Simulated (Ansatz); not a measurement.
# BiO4: the cost of one run

Method: DFT PBE, scalar-relativistic, plane waves, PAW, in Ansatz 0.2.0.

## Step 1: The system as given

It takes space group I4/mmm (No. 139, tetragonal). The conventional cell has a = 3.815 Å, b = 3.815 Å, c = 9.367 Å, α = 90.00°, β = 90.00°, γ = 90.00°. Around Bi (site symmetry 4/mmm) lie 16 O at 2.91 to 3.02 Å. Around O (site symmetry -4m2) lie 8 O at 2.29 to 2.70 Å and 4 Bi at 3.02 Å. O (site symmetry 4mm) is surrounded by 5 O at 2.16 to 2.29 Å and 4 Bi at 2.91 Å.

As a file:

```cif
data_structure
_symmetry_space_group_name_H-M 'P 1'
_symmetry_Int_Tables_number 1
_cell_length_a 5.4048
_cell_length_b 5.4048
_cell_length_c 5.4048
_cell_angle_alpha 138.672
_cell_angle_beta 138.672
_cell_angle_gamma 59.876
_cell_volume 68.15
loop_
_atom_site_label
_atom_site_type_symbol
_atom_site_fract_x
_atom_site_fract_y
_atom_site_fract_z
_atom_site_occupancy
Bi1 Bi 0.00000 0.00000 0.00000 1
O1 O 0.25000 0.75000 0.50000 1
O2 O 0.75000 0.25000 0.50000 1
O3 O 0.38473 0.38473 0.00000 1
O4 O 0.61527 0.61527 0.00000 1
```

Recipe of the guess: species swapped into a database cell of CaGa4 (I4/mmm, No. 139), with Bi on the Ca sites and O on the Ga sites. The dimensions are guesses.

## Step 2: The guess as it stands, on a coarse mesh

input.yaml

```yaml
crystal:
  lattice:
    - [-1.90729029, 1.90729029, 4.68359898]
    - [1.90729029, -1.90729029, 4.68359898]
    - [1.90729029, 1.90729029, -4.68359898]
  atoms:
    - { symbol: Bi, position: [0.0, 0.0, 0.0] }
    - { symbol: O, position: [0.25, 0.75, 0.5] }
    - { symbol: O, position: [0.75, 0.25, 0.5] }
    - { symbol: O, position: [0.38472918, 0.38472918, 0.0] }
    - { symbol: O, position: [0.61527082, 0.61527082, 0.0] }
basis:
  ecutwfc: 420
kpoints:
  mp_grid: { grid: [6, 6, 6] }
hamiltonian:
  xc: pbe
scf:
  occupations: { method: gaussian, width: 0.1 }
  lower_state_search: "off"
output:
  forces: true
  stress: true
  eigenvalues: true
```

Run with:

```sh
> ansatz run input.yaml --threads 1 --pin off --max-ram 2560MiB --backend cpu --events-out ev --progress --plain --runs-dir out
```

**Question.** How long does this run take on 1 thread of Intel Xeon at 2.50GHz (Skylake/Cascade Lake), shared host, and how much memory does it need?

About 5.3 s, with a peak of 0.36 GiB.
